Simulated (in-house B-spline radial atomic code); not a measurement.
# Nd⁸⁺: ionisation energy by several methods

One table from this session's results is given with a row withheld; the runs are named, their logs left out.

Method: scalar-relativistic (X2C), several functionals, spin-polarised; spherical all-electron atom at the radial basis limit. Code: in-house B-spline radial atomic code version 1.

## Starting point

- element: neodymium (Z = 60)
- charge: +8
- electrons: 52
- configuration: [Kr] 4d10 4f2 5s2 5p2
- nucleus: Fermi, rms radius 4.912 fm

Outer shells as boxes (Hund's rule):

[Kr] 4d10 4f2 5s2 5p2
```
[Kr] core
4d [↑↓][↑↓][↑↓][↑↓][↑↓]
4f [↑ ][↑ ][  ][  ][  ][  ][  ]
5s [↑↓]
5p [↑ ][↑ ][  ]
```

Where spins are not typed, each open shell is filled with up spins first.

The first run:

Input settings:

```ini
Z = 60
electrons = 52.0
configuration = [Kr] 4d10 4f2 5s2 5p2
hamiltonian = x2c
method = optx,lyp
spin_polarised = True
nucleus = fermi
rms_radius = 4.9123
mass_number = 142
atomic_mass = 141.907728824
speed_of_light = 137.035999084
```

Steps of the session up to this table: OLYP; r2SCAN; M06-L; AM05; RPBE; BP86.

One table of the session follows, with a row left open; its other results are not shown here.

| method | ΔSCF (eV) |
| --- | --- |
| OLYP | 129.29 |
| AM05 | 129.18 |
| RPBE | 128.97 |
| BP86 | 129.22 |
| r2SCAN | ? |
| M06-L | 128.65 |

**Question.** Estimate the row for r2SCAN.

As computed: ΔSCF (eV): 129.42. In the column «ΔSCF (eV)» it is the highest.

Members of this set that are not shown: 12 used exact exchange with fractional occupations of an open shell, which is unsound here.
